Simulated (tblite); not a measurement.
# C4H2F2N2: the cost of one run

Programs: tblite 0.8.0 and PySCF 2.14.0, with density-fitted response routines of our own. Each step states its level of theory. These are calculated values for one molecule in the gas phase, unless marked as measured. Atoms count from 0, in the outputs and in this text.

### 1 The molecule as given

10 atoms, charge 0, multiplicity 1; geometry from: force field or distance geometry start.

Bonds of the start (Å): N0–C1 1.16, C1–C2 1.45, C2–C3 1.51, C3–F4 1.40, C3–F5 1.40, C2–C6 1.48, C6–N7 1.30, N7–C2 1.43, C3–H8 1.09, C6–H9 1.08.

### 2 Optimising the geometry with GFN2-xTB

The job: settings as JSON, then the geometry in Å.

```
{"job": {"kind": "relax", "xc": "GFN2-xTB", "basis": "xTB"}, "charge": 0, "multiplicity": 1}
N     -0.069400     2.810900    -0.011700
C      0.046300     1.658000     0.030000
C      0.202600     0.218200     0.100100
C     -1.014000    -0.628800    -0.207200
F     -1.989600    -0.304500     0.746600
F     -0.724000    -1.978400     0.022700
C      1.553300    -0.373000     0.001900
N      0.995600    -0.303600     1.173500
H     -1.355900    -0.456000    -1.222500
H      2.364000    -0.638300    -0.656100
```

The run is started by

```
OMP_NUM_THREADS=1 python probes_run.py task.json out
```

The driver reads the jobs from task.json and runs them one after another.

**Question.** How long does this first job take on 1 thread of Arm Neoverse N1, shared host?

About 1 s.
